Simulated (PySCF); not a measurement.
**CH5B2Cl: spin-spin couplings and electronic excitations at several levels of theory**

How much do the spin-spin couplings and electronic excitations of CH5B2Cl (`BCBCl`) depend on the level of theory, and what does each level cost?

The runs use PySCF 2.14.0, with density-fitted response routines of our own; the level of theory stands in each step. All values are computed, except where a source is named. Atoms are numbered from 0 throughout.

### 1 The starting structure

9 atoms, charge 0, multiplicity 1; geometry from: PBE0-D3(BJ)/def2-SVP.

Bonds of the start (Å): B0–C1 1.56, C1–B2 1.55, B2–Cl3 1.75, B0–H4 1.21, B0–H5 1.21, C1–H6 1.10, C1–H7 1.11, B2–H8 1.21.

### 2 J couplings: B3LYP/def2-TZVP

Job settings and geometry (Å):

```
{"job": {"kind": "j", "xc": "B3LYP", "basis": "def2-TZVP"}, "charge": 0, "multiplicity": 1}
B     -0.882527     0.518369     0.063577
C      0.304926    -0.466144    -0.155730
B      1.529287     0.107655     0.610021
Cl     2.913605     0.758743    -0.247518
H     -1.393081     1.102372    -0.863923
H     -1.298867     0.725168     1.180815
H      0.509203    -0.710209    -1.205767
H      0.028838    -1.363273     0.435799
H      1.573906     0.158833     1.813777
```

Method: B3LYP/def2-TZVP indirect spin-spin coupling, non-relativistic, gas phase.

Started as:

```console
> OMP_NUM_THREADS=1 python probes_run.py task.json out
```

One launch serves the whole session: the jobs run in the order shown.

Standard output:

```text
coarse grid: 7984 points
cycle   1  E = -551.0731683855  dE =  1.140e-01  |g| = 3.756e-01  |ddm| = 2.085e+00
cycle   2  E = -551.0657152441  dE =  7.453e-03  |g| = 4.156e-01  |ddm| = 6.494e-01
cycle   3  E = -551.1093203042  dE = -4.361e-02  |g| = 3.401e-02  |ddm| = 3.280e-01
cycle   4  E = -551.1095865364  dE = -2.662e-04  |g| = 1.742e-02  |ddm| = 4.238e-02
cycle   5  E = -551.1096563628  dE = -6.983e-05  |g| = 2.983e-03  |ddm| = 1.711e-02
cycle   6  E = -551.1096576424  dE = -1.280e-06  |g| = 1.592e-03  |ddm| = 3.237e-03
final grid: 72232 points
cycle   7  E = -551.1030417505  dE = -2.475e-05  |g| = 4.579e-03  |ddm| = 3.530e-02
cycle   8  E = -551.1030392402  dE =  2.510e-06  |g| = 5.401e-03  |ddm| = 5.955e-03
cycle   9  E = -551.1030464184  dE = -7.178e-06  |g| = 3.067e-04  |ddm| = 3.440e-03
cycle  10  E = -551.1030464355  dE = -1.717e-08  |g| = 1.075e-04  |ddm| = 2.683e-04
cycle  11  E = -551.1030464383  dE = -2.769e-09  |g| = 3.879e-05  |ddm| = 1.068e-04
cycle  12  E = -551.1030464387  dE = -3.744e-10  |g| = 9.949e-06  |ddm| = 3.188e-05
converged SCF energy = -551.1030464387

Indirect spin-spin couplings (Hz)
  i      j    bonds     total        FC       PSO       DSO        SD
  0 B    1 C    1     39.524    42.365    -2.939     0.137    -0.038
  0 B    2 B    2      0.987     0.126     0.584     0.027     0.251
  0 B    4 H    1    137.990   138.707    -1.494     0.339     0.439
  0 B    5 H    1    132.146   132.846    -1.482     0.352     0.430
  0 B    6 H    2     -7.003    -6.176    -0.414    -0.435     0.021
  0 B    7 H    2     -9.078    -8.688    -0.254    -0.267     0.131
  0 B    8 H    3      0.309     0.385     0.039    -0.078    -0.036
  1 C    2 B    1     46.803    49.188    -2.591     0.214    -0.008
  1 C    4 H    2      3.986     4.493    -0.350    -0.186     0.029
  1 C    5 H    2      5.834     6.408    -0.384    -0.188    -0.003
  1 C    6 H    1    136.268   134.104     1.512     0.699    -0.048
  1 C    7 H    1    110.257   107.292     2.313     0.720    -0.068
  1 C    8 H    2     12.264    12.649    -0.230    -0.158     0.003
  2 B    4 H    3      2.033     1.938     0.292    -0.209     0.013
  2 B    5 H    3      0.975     0.916    -0.012     0.065     0.004
  2 B    6 H    2     -7.804    -7.341    -0.258    -0.240     0.036
  2 B    7 H    2    -11.743   -11.411    -0.399    -0.041     0.108
  2 B    8 H    1    161.321   161.153    -1.158     0.828     0.499
  4 H    5 H    2      5.803     6.170     1.294    -1.926     0.265
  4 H    6 H    3      9.421     9.393     0.174    -0.229     0.083
  4 H    7 H    3     -0.184     0.319     1.256    -1.796     0.037
  4 H    8 H    4     -0.595    -0.345     0.736    -0.985    -0.002
  5 H    6 H    3     10.915    11.619     1.451    -2.139    -0.016
  5 H    7 H    3      2.086     2.021     0.237    -0.265     0.093
  5 H    8 H    4      0.619     0.410    -0.262     0.427     0.044
  6 H    7 H    2     -0.759    -0.866     2.668    -2.645     0.084
  6 H    8 H    3      6.632     7.239     1.481    -2.081    -0.007
  7 H    8 H    3      2.421     2.276     0.083    -0.029     0.092
```

Wall time 20 s (1 thread of Arm Neoverse V1, shared host); peak memory 0.69 GiB.

This basis has no tight s functions, so the Fermi-contact terms are rough.

A choice of the couplings up to four bonds, sorted by the number of bonds, with means over like pairs; isotopes 11B, 13C, 1H:

```csv
pair,bonds,J (Hz),Fermi contact (Hz)
B2–H8,1,161.3,161.2
B0–H4,1,135.1,135.8
C1–H6,1,123.3,120.7
C1–B2,1,46.8,49.2
B0–C1,1,39.5,42.4
C1–H8,2,12.3,12.6
B2–H6,2,-9.8,-9.4
B0–H6,2,-8.0,-7.4
H4–H5,2,5.8,6.2
C1–H4,2,4.9,5.5
H4–H6,3,5.6,5.8
H6–H8,3,4.5,4.8
B2–H4,3,1.5,1.4
```

Means hide unlike values in this fixed geometry: H4–H6 from -0.2 to 10.9 Hz; H6–H8 from 2.4 to 6.6 Hz. They hold only if the pairs exchange fast.

The response was solved for the nuclei of B, C, H alone, so couplings that need other nuclei can be missing.

Quadrupole couplings from the field gradients of the same density:

```csv
atom,isotope,eQq/h (MHz),η
Cl3,35Cl,-36.4,0.92
B0,11B,5.855,0.03
B2,11B,4.557,0.61
```

### 3 Spin-spin couplings: B3LYP/cc-pVTZ

The job, as its differences from that of step 2:

```diff
@@ -1,2 +1,2 @@
-{"job": {"kind": "j", "xc": "B3LYP", "basis": "def2-TZVP"}, "charge": 0, "multiplicity": 1}
+{"job": {"kind": "j", "xc": "B3LYP", "basis": "cc-pVTZ"}, "charge": 0, "multiplicity": 1}
 B     -0.882527     0.518369     0.063577
```

Method: B3LYP/cc-pVTZ indirect spin-spin coupling, non-relativistic, gas phase.

Standard output:

```text
coarse grid: 7984 points
cycle   1  E = -551.0653629076  dE =  1.161e-01  |g| = 3.745e-01  |ddm| = 6.185e+00
cycle   2  E = -551.0579857251  dE =  7.377e-03  |g| = 4.155e-01  |ddm| = 1.490e+00
cycle   3  E = -551.1015720701  dE = -4.359e-02  |g| = 3.289e-02  |ddm| = 7.437e-01
cycle   4  E = -551.1018271858  dE = -2.551e-04  |g| = 1.638e-02  |ddm| = 8.218e-02
cycle   5  E = -551.1018926067  dE = -6.542e-05  |g| = 2.823e-03  |ddm| = 2.739e-02
cycle   6  E = -551.1018941358  dE = -1.529e-06  |g| = 1.457e-03  |ddm| = 6.840e-03
final grid: 72232 points
cycle   7  E = -551.1093279064  dE = -3.194e-05  |g| = 4.564e-03  |ddm| = 6.544e-02
cycle   8  E = -551.1093253766  dE =  2.530e-06  |g| = 5.447e-03  |ddm| = 1.630e-02
cycle   9  E = -551.1093326986  dE = -7.322e-06  |g| = 2.670e-04  |ddm| = 9.182e-03
cycle  10  E = -551.1093327117  dE = -1.310e-08  |g| = 1.329e-04  |ddm| = 5.939e-04
cycle  11  E = -551.1093327165  dE = -4.834e-09  |g| = 3.585e-05  |ddm| = 2.478e-04
cycle  12  E = -551.1093327168  dE = -3.087e-10  |g| = 9.641e-06  |ddm| = 6.612e-05
converged SCF energy = -551.1093327168

Indirect spin-spin couplings (Hz)
  i      j    bonds     total        FC       PSO       DSO        SD
  0 B    1 C    1     34.488    37.435    -3.070     0.139    -0.016
  0 B    2 B    2      0.522    -0.312     0.561     0.028     0.245
  0 B    4 H    1    140.200   140.624    -1.398     0.317     0.657
  0 B    5 H    1    134.511   134.925    -1.386     0.331     0.641
  0 B    6 H    2     -6.711    -5.922    -0.367    -0.437     0.015
  0 B    7 H    2     -8.745    -8.411    -0.219    -0.269     0.154
  0 B    8 H    3      0.403     0.467     0.050    -0.078    -0.036
  1 C    2 B    1     41.558    44.033    -2.706     0.216     0.015
  1 C    4 H    2      2.658     3.154    -0.330    -0.187     0.022
  1 C    5 H    2      3.926     4.492    -0.367    -0.189    -0.010
  1 C    6 H    1    128.676   126.265     1.539     0.673     0.199
  1 C    7 H    1    102.623    99.446     2.289     0.697     0.191
  1 C    8 H    2      9.508     9.874    -0.202    -0.160    -0.004
  2 B    4 H    3      1.783     1.652     0.330    -0.210     0.012
  2 B    5 H    3      1.025     0.946     0.009     0.065     0.005
  2 B    6 H    2     -7.324    -6.939    -0.173    -0.243     0.030
  2 B    7 H    2    -10.654   -10.398    -0.341    -0.044     0.129
  2 B    8 H    1    168.814   168.287    -0.996     0.805     0.717
  4 H    5 H    2      5.360     5.582     1.448    -1.952     0.282
  4 H    6 H    3      9.435     9.358     0.227    -0.237     0.088
  4 H    7 H    3     -0.092     0.292     1.387    -1.808     0.036
  4 H    8 H    4     -0.522    -0.345     0.818    -0.991    -0.003
  5 H    6 H    3     11.108    11.658     1.611    -2.151    -0.011
  5 H    7 H    3      2.206     2.101     0.279    -0.274     0.100
  5 H    8 H    4      0.660     0.430    -0.241     0.425     0.045
  6 H    7 H    2     -0.773    -1.090     2.886    -2.687     0.118
  6 H    8 H    3      6.786     7.236     1.645    -2.093    -0.001
  7 H    8 H    3      2.598     2.389     0.150    -0.038     0.097
```

Run time: 26 s. Hardware: 1 thread of Arm Neoverse V1, shared host; peak memory 0.75 GiB.

This basis has no tight s functions, so the Fermi-contact terms are rough.

This run: J(B2,H8) 168.8 Hz, J(B0,H4) 137.4 Hz, J(C1,H6) 115.6 Hz (means over like pairs).

### 4 Spin-spin couplings: B3LYP/6-31G*

The job, as its differences from that of step 3:

```diff
@@ -1,2 +1,2 @@
-{"job": {"kind": "j", "xc": "B3LYP", "basis": "cc-pVTZ"}, "charge": 0, "multiplicity": 1}
+{"job": {"kind": "j", "xc": "B3LYP", "basis": "6-31G*"}, "charge": 0, "multiplicity": 1}
 B     -0.882527     0.518369     0.063577
```

Level: B3LYP/6-31G* indirect spin-spin coupling, non-relativistic, gas phase.

Standard output:

```text
coarse grid: 7984 points
cycle   1  E = -551.0311217168  dE =  1.225e-01  |g| = 3.656e-01  |ddm| = 2.569e+00
cycle   2  E = -551.0261307202  dE =  4.991e-03  |g| = 3.926e-01  |ddm| = 7.272e-01
cycle   3  E = -551.0678346970  dE = -4.170e-02  |g| = 2.902e-02  |ddm| = 3.942e-01
cycle   4  E = -551.0680659260  dE = -2.312e-04  |g| = 1.041e-02  |ddm| = 4.988e-02
cycle   5  E = -551.0680989333  dE = -3.301e-05  |g| = 2.025e-03  |ddm| = 1.645e-02
cycle   6  E = -551.0681000902  dE = -1.157e-06  |g| = 8.134e-04  |ddm| = 3.848e-03
final grid: 72232 points
cycle   7  E = -551.0330208421  dE = -7.117e-06  |g| = 4.155e-03  |ddm| = 1.077e-02
cycle   8  E = -551.0330182020  dE =  2.640e-06  |g| = 5.229e-03  |ddm| = 8.504e-03
cycle   9  E = -551.0330254352  dE = -7.233e-06  |g| = 2.142e-04  |ddm| = 4.892e-03
cycle  10  E = -551.0330254476  dE = -1.236e-08  |g| = 8.730e-05  |ddm| = 4.194e-04
cycle  11  E = -551.0330254498  dE = -2.257e-09  |g| = 1.533e-05  |ddm| = 1.148e-04
cycle  12  E = -551.0330254499  dE = -6.446e-11  |g| = 3.084e-06  |ddm| = 2.038e-05
converged SCF energy = -551.0330254499

Indirect spin-spin couplings (Hz)
  i      j    bonds     total        FC       PSO       DSO        SD
  0 B    1 C    1     45.879    48.266    -2.545     0.138     0.020
  0 B    2 B    2     -0.643    -1.316     0.445     0.026     0.201
  0 B    4 H    1    151.053   151.754    -1.596     0.388     0.507
  0 B    5 H    1    146.516   147.218    -1.588     0.398     0.489
  0 B    6 H    2     -6.499    -5.659    -0.425    -0.426     0.010
  0 B    7 H    2     -5.606    -5.212    -0.252    -0.257     0.115
  0 B    8 H    3     -0.129    -0.067     0.041    -0.074    -0.030
  1 C    2 B    1     55.118    57.167    -2.300     0.214     0.037
  1 C    4 H    2      2.906     3.407    -0.333    -0.181     0.013
  1 C    5 H    2      4.852     5.403    -0.353    -0.182    -0.015
  1 C    6 H    1    151.722   149.724     1.083     0.746     0.169
  1 C    7 H    1    131.094   128.388     1.779     0.764     0.162
  1 C    8 H    2     10.532    10.899    -0.206    -0.152    -0.008
  2 B    4 H    3      2.494     2.425     0.269    -0.207     0.007
  2 B    5 H    3      0.278     0.177     0.027     0.067     0.007
  2 B    6 H    2     -6.567    -6.117    -0.241    -0.233     0.024
  2 B    7 H    2     -8.267    -8.007    -0.322    -0.035     0.098
  2 B    8 H    1    176.221   175.933    -1.149     0.868     0.569
  4 H    5 H    2      3.484     4.465     0.680    -1.861     0.200
  4 H    6 H    3      9.186     9.305     0.002    -0.208     0.087
  4 H    7 H    3     -0.682     0.186     0.879    -1.768     0.020
  4 H    8 H    4     -0.794    -0.368     0.549    -0.970    -0.004
  5 H    6 H    3     10.770    11.833     1.061    -2.111    -0.014
  5 H    7 H    3      1.732     1.838     0.044    -0.238     0.088
  5 H    8 H    4      0.911     0.652    -0.223     0.437     0.046
  6 H    7 H    2     -4.550    -3.832     1.755    -2.568     0.096
  6 H    8 H    3      6.439     7.370     1.130    -2.053    -0.007
  7 H    8 H    3      2.203     2.129    -0.011    -0.002     0.087
```

Run time: 6.8 s. Hardware: 1 thread of Arm Neoverse V1, shared host; peak memory 0.49 GiB.

This basis has no tight s functions, so the Fermi-contact terms are rough.

Key values: J(B2,H8) 176.2 Hz, J(B0,H4) 148.8 Hz, J(C1,H6) 141.4 Hz (means over like pairs).

### 5 Excited states and response: HF/def2-SVPD

The job, as its differences from that of step 4:

```diff
@@ -1,2 +1,2 @@
-{"job": {"kind": "j", "xc": "B3LYP", "basis": "6-31G*"}, "charge": 0, "multiplicity": 1}
+{"job": {"kind": "uv", "xc": "HF", "basis": "def2-SVPD", "ip": true}, "charge": 0, "multiplicity": 1}
 B     -0.882527     0.518369     0.063577
```

Method: TDDFT HF/def2-SVPD, vertical, gas phase, core orbitals frozen in the response.

Standard output:

```text
final grid: 72232 points
cycle   1  E = -549.4099115390  dE =  3.913e-01  |g| = 3.729e-01  |ddm| = 2.919e+00
cycle   2  E = -549.4633721046  dE = -5.346e-02  |g| = 1.337e-01  |ddm| = 6.879e-01
cycle   3  E = -549.4694694474  dE = -6.097e-03  |g| = 4.487e-02  |ddm| = 2.969e-01
cycle   4  E = -549.4703790920  dE = -9.096e-04  |g| = 6.986e-03  |ddm| = 1.004e-01
cycle   5  E = -549.4704132451  dE = -3.415e-05  |g| = 2.331e-03  |ddm| = 1.930e-02
cycle   6  E = -549.4704176950  dE = -4.450e-06  |g| = 7.450e-04  |ddm| = 6.705e-03
cycle   7  E = -549.4704181463  dE = -4.513e-07  |g| = 1.690e-04  |ddm| = 1.897e-03
cycle   8  E = -549.4704181679  dE = -2.161e-08  |g| = 4.107e-05  |ddm| = 4.790e-04
cycle   9  E = -549.4704181689  dE = -1.050e-09  |g| = 1.035e-05  |ddm| = 1.234e-04
cycle  10  E = -549.4704181690  dE = -8.413e-11  |g| = 3.259e-06  |ddm| = 2.900e-05
converged SCF energy = -549.4704181690

Static polarisability (au): isotropic 50.936, principal 44.314 48.907 59.586

Singlet excitations
state   eV       nm        f      main configurations
  1   6.3992    193.7   0.00622   H->L 0.49, H-1->L 0.09
  2   6.6865    185.4   0.00010   H-2->L 0.41, H-1->L 0.15
  3   7.0893    174.9   0.00381   H-3->L 0.27, H-1->L 0.17, H-2->L 0.13
  4   8.5815    144.5   0.01683   H-4->L 0.32, H-3->L 0.15
  5   8.7757    141.3   0.12284   H-1->L 0.23, H-1->L+2 0.10, H-1->L+5 0.09
  6   9.0228    137.4   0.00609   H-5->L 0.23, H->L 0.12
  7   9.0803    136.5   0.02663   H->L+1 0.29, H-5->L 0.14, H->L+2 0.13
  8   9.5003    130.5   0.05871   H->L+1 0.21, H->L+4 0.20, H-5->L 0.10
  9   9.9275    124.9   0.10025   H->L+4 0.17, H-1->L+1 0.12, H-2->L+2 0.10
 10  10.0627    123.2   0.00958   H->L+3 0.17, H-2->L+2 0.17, H->L+5 0.13

Triplet excitations (Tamm-Dancoff, eV): 5.5934 5.8485 6.3381 7.5708
Vertical ionisation energy (delta-SCF) = 10.4943 eV
```

Wall time 10 s (1 thread of Arm Neoverse V1, shared host); peak memory 0.49 GiB.

The orbitals next to the gap, with their largest atomic shares:

```csv
orbital,eV,atoms
HOMO−3,-13.60,"Cl3 36 %, C1 20 %, B0 16 %"
HOMO−2,-12.93,"B0 27 %, Cl3 21 %, H5 18 %"
HOMO−1,-12.79,"Cl3 46 %, B0 17 %, C1 12 %"
HOMO,-11.79,"Cl3 56 %, B2 16 %, C1 14 %"
LUMO,1.49,"B0 31 %, B2 24 %, C1 14 %"
LUMO+1,2.01,"B2 40 %, B0 32 %, Cl3 12 %"
LUMO+2,2.20,"B0 42 %, B2 24 %, Cl3 10 %"
```

With each of the 10 states as a Gaussian band of 0.4 eV half-width at 1/e, the curve within the window shown has maxima at 193 nm (ε 260), 141 nm (ε 6,400), 126 nm (ε 5,300) L/(mol cm). Beyond the last state computed it falls off for lack of states. The curve at chosen wavelengths:

```csv
nm,ε (L/mol/cm)
120,1486
124,4622
128,5139
131,4303
135,4334
139,6025
143,5976
146,4089
150,1529
154,356
158,59
161,24
165,47
169,101
173,153
176,172
180,179
184,196
188,232
191,257
195,259
199,218
203,155
206,107
210,58
214,27
```

Ground-state properties from the same run:

```csv
property,computed
dipole moment (D),1.52
polarisability (Å³),7.55
HOMO–LUMO gap (eV),13.28
−ε(HOMO) (eV),11.79
```

### 6 Ultraviolet spectrum: LDA/def2-SVPD

The job, as its differences from that of step 5:

```diff
@@ -1,2 +1,2 @@
-{"job": {"kind": "uv", "xc": "HF", "basis": "def2-SVPD", "ip": true}, "charge": 0, "multiplicity": 1}
+{"job": {"kind": "uv", "xc": "LDA", "basis": "def2-SVPD", "ip": true}, "charge": 0, "multiplicity": 1}
 B     -0.882527     0.518369     0.063577
```

Method: TDDFT LDA/def2-SVPD, vertical, gas phase, core orbitals frozen in the response.

Standard output:

```text
coarse grid: 7984 points
cycle   1  E = -548.2485633881  dE =  4.487e-02  |g| = 4.359e-01  |ddm| = 3.617e+00
cycle   2  E = -548.1765539191  dE =  7.201e-02  |g| = 6.641e-01  |ddm| = 1.164e+00
cycle   3  E = -548.3011354582  dE = -1.246e-01  |g| = 7.339e-02  |ddm| = 7.223e-01
cycle   4  E = -548.3025395742  dE = -1.404e-03  |g| = 3.383e-02  |ddm| = 1.533e-01
cycle   5  E = -548.3028415431  dE = -3.020e-04  |g| = 9.472e-03  |ddm| = 5.218e-02
cycle   6  E = -548.3028689859  dE = -2.744e-05  |g| = 2.722e-03  |ddm| = 1.579e-02
cycle   7  E = -548.3028713158  dE = -2.330e-06  |g| = 4.915e-04  |ddm| = 4.241e-03
final grid: 72232 points
cycle   8  E = -548.3698179632  dE = -2.134e-05  |g| = 3.786e-03  |ddm| = 6.154e-02
cycle   9  E = -548.3698108710  dE =  7.092e-06  |g| = 6.394e-03  |ddm| = 1.047e-02
cycle  10  E = -548.3698217267  dE = -1.086e-05  |g| = 4.619e-04  |ddm| = 6.500e-03
cycle  11  E = -548.3698217819  dE = -5.519e-08  |g| = 2.635e-04  |ddm| = 8.969e-04
cycle  12  E = -548.3698218024  dE = -2.042e-08  |g| = 2.609e-05  |ddm| = 3.413e-04
cycle  13  E = -548.3698218025  dE = -1.753e-10  |g| = 1.264e-05  |ddm| = 5.547e-05
converged SCF energy = -548.3698218025

Static polarisability (au): isotropic 59.709, principal 49.738 54.892 74.499

Singlet excitations
state   eV       nm        f      main configurations
  1   4.1933    295.7   0.01127   H->L 0.98
  2   4.7799    259.4   0.00335   H-1->L 0.98
  3   5.3839    230.3   0.02474   H-2->L 0.82, H->L+1 0.13
  4   5.4787    226.3   0.01222   H->L+1 0.86, H-2->L 0.12
  5   5.9769    207.4   0.00821   H-3->L 0.89
  6   6.0702    204.3   0.01562   H-1->L+1 0.95
  7   6.1934    200.2   0.00147   H-4->L 0.89
  8   6.7386    184.0   0.05518   H-2->L+1 0.70, H-5->L 0.19
  9   7.0402    176.1   0.07172   H-5->L 0.75, H-2->L+1 0.13
 10   7.3322    169.1   0.00868   H->L+2 0.72, H-3->L+1 0.21

Triplet excitations (Tamm-Dancoff, eV): 3.9201 4.4083 4.9165 5.2513
Vertical ionisation energy (delta-SCF) = 10.3818 eV
Vertical electron affinity (delta-SCF) = 0.5885 eV
```

Run time: 41 s. Hardware: 1 thread of Arm Neoverse V1, shared host; peak memory 0.49 GiB.

Key values: HOMO -7.34 eV, LUMO -3.30 eV; lowest singlet 4.19 eV.

### 7 TDDFT and polarisability: PBE/def2-SVPD

The job, as its differences from that of step 6:

```diff
@@ -1,2 +1,2 @@
-{"job": {"kind": "uv", "xc": "LDA", "basis": "def2-SVPD", "ip": true}, "charge": 0, "multiplicity": 1}
+{"job": {"kind": "uv", "xc": "PBE", "basis": "def2-SVPD", "ip": true}, "charge": 0, "multiplicity": 1}
 B     -0.882527     0.518369     0.063577
```

Level: TDDFT PBE/def2-SVPD, vertical, gas phase, core orbitals frozen in the response.

Standard output:

```text
coarse grid: 7984 points
cycle   1  E = -550.3570953469  dE =  4.619e-02  |g| = 4.139e-01  |ddm| = 3.622e+00
cycle   2  E = -550.3019451672  dE =  5.515e-02  |g| = 6.033e-01  |ddm| = 1.101e+00
cycle   3  E = -550.4049727705  dE = -1.030e-01  |g| = 6.608e-02  |ddm| = 6.467e-01
cycle   4  E = -550.4061394555  dE = -1.167e-03  |g| = 2.842e-02  |ddm| = 1.351e-01
cycle   5  E = -550.4063587555  dE = -2.193e-04  |g| = 8.231e-03  |ddm| = 4.537e-02
cycle   6  E = -550.4063797395  dE = -2.098e-05  |g| = 2.387e-03  |ddm| = 1.356e-02
cycle   7  E = -550.4063815411  dE = -1.802e-06  |g| = 3.994e-04  |ddm| = 3.719e-03
final grid: 72232 points
cycle   8  E = -550.4861767504  dE = -1.979e-05  |g| = 8.700e-03  |ddm| = 5.842e-02
cycle   9  E = -550.4861419440  dE =  3.481e-05  |g| = 1.421e-02  |ddm| = 2.374e-02
cycle  10  E = -550.4861975285  dE = -5.558e-05  |g| = 1.257e-03  |ddm| = 1.453e-02
cycle  11  E = -550.4861980129  dE = -4.844e-07  |g| = 2.507e-04  |ddm| = 1.999e-03
cycle  12  E = -550.4861980304  dE = -1.749e-08  |g| = 6.553e-05  |ddm| = 4.346e-04
cycle  13  E = -550.4861980317  dE = -1.309e-09  |g| = 1.694e-05  |ddm| = 1.070e-04
cycle  14  E = -550.4861980318  dE = -8.777e-11  |g| = 3.580e-06  |ddm| = 2.831e-05
converged SCF energy = -550.4861980318

Static polarisability (au): isotropic 58.658, principal 48.893 54.032 73.050

Singlet excitations
state   eV       nm        f      main configurations
  1   4.3491    285.1   0.01186   H->L 0.98
  2   5.0171    247.1   0.00349   H-1->L 0.98
  3   5.5164    224.8   0.02834   H-2->L 0.86, H->L+1 0.09
  4   5.6206    220.6   0.01100   H->L+1 0.90
  5   6.1091    203.0   0.00857   H-3->L 0.91
  6   6.3073    196.6   0.01367   H-1->L+1 0.96
  7   6.3522    195.2   0.00142   H-4->L 0.92
  8   6.8503    181.0   0.05141   H-2->L+1 0.69, H-5->L 0.21
  9   7.1217    174.1   0.06710   H-5->L 0.73, H-2->L+1 0.14
 10   7.2936    170.0   0.03890   H->L+2 0.93

Triplet excitations (Tamm-Dancoff, eV): 4.0252 4.5463 4.9775 5.3538
Vertical ionisation energy (delta-SCF) = 10.3023 eV
Vertical electron affinity (delta-SCF) = 0.4428 eV
```

Run time: 53 s. Hardware: 1 thread of Arm Neoverse V1, shared host; peak memory 0.5 GiB.

In short: HOMO -7.25 eV, LUMO -3.04 eV; lowest singlet 4.35 eV.

(Part 1 of 2 ends here.)
